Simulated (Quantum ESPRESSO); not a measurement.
Tl4Ge, 5 atoms in the cell. Symmetry: Im-3m, No. 229, cubic system. The conventional cell has a = 6.689 Å, b = 6.689 Å, c = 6.689 Å, α = 90.00°, β = 90.00°, γ = 90.00°. Around Tl (site symmetry -3m) lie 2 Ge at 2.90 Å. Around Ge (site symmetry m-3m) lie 8 Tl at 2.90 Å. The cell was built by a generator and needn't be a form met in nature.

- Program: Quantum ESPRESSO 7.5
- Task: band structure
- Functional: vdW-DF2
- Potentials or basis: SSSP 1.3 efficiency PBE
- Cutoff: 748 eV
- Density cutoff: 5987 eV
- k mesh: 6 × 6 × 6
- Occupations: fermi-dirac, width 0.2 eV
- Spin: no spin polarisation
- Mixing beta: 0.5
- Most SCF iterations: 120
- SCF threshold: 1e-09 Ry

Potentials or basis: SSSP 1.3 efficiency PBE.

Command:

```console
$ OMP_NUM_THREADS=1 pw.x -in pw.in > pw.out
$ OMP_NUM_THREADS=1 pw.x -in bands.in > bands.out
```

Hardware: 1 thread of Intel(R) Xeon(R) Platinum 8488C (Sapphire Rapids) (shared host).

**Question.** How long does it take, and how much memory?

**Answer.** Run time: 10 min on 1 thread of Intel(R) Xeon(R) Platinum 8488C (Sapphire Rapids), with other jobs on the host, peak memory 0.68 GiB. Counts: scf iterations 9, k pools 1, bands 44, k points 16, g dense 157291.
